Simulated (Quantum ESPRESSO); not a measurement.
# PtSe in Quantum ESPRESSO: the effect of functional

The system is PtSe.

```
Pt Se
1.0
     0.00000    2.79841    2.79841
     2.79841    0.00000    2.79841
     2.79841    2.79841    0.00000
Pt Se
1 1
Direct
  0.50000 0.50000 0.50000
  0.00000 0.00000 0.00000
```

The cell comes from a database or a generator and needn't be the stable form of this composition.

Alike in all runs:

| Quantity | Value |
| --- | --- |
| Program | Quantum ESPRESSO 7.5 |
| Task | single point |
| Potentials or basis | PseudoDojo 0.4.1 SR LDA stringent |
| Cutoff | 1415 eV |
| Density cutoff | 5660 eV |
| k mesh | 6 × 6 × 6 |
| Occupations | gaussian, width 0.05 eV |
| Spin | collinear spin, ferromagnetic start |
| Starting moments | [2.0, 0.0] μB |
| Hubbard terms | Pt d U = 4 eV |

```csv
functional,pressure (GPa)
LDA,-20.6
PBEsol,-18.2
PBE,-13.3
revPBE,?
RPBE,-10.7
PW91,-13.3
```

**Question.** What does the run with functional revPBE give?

**Answer.** Pressure -11.4 GPa.

Caveats: the potentials were made for another functional, which shifts forces and pressure (some runs).
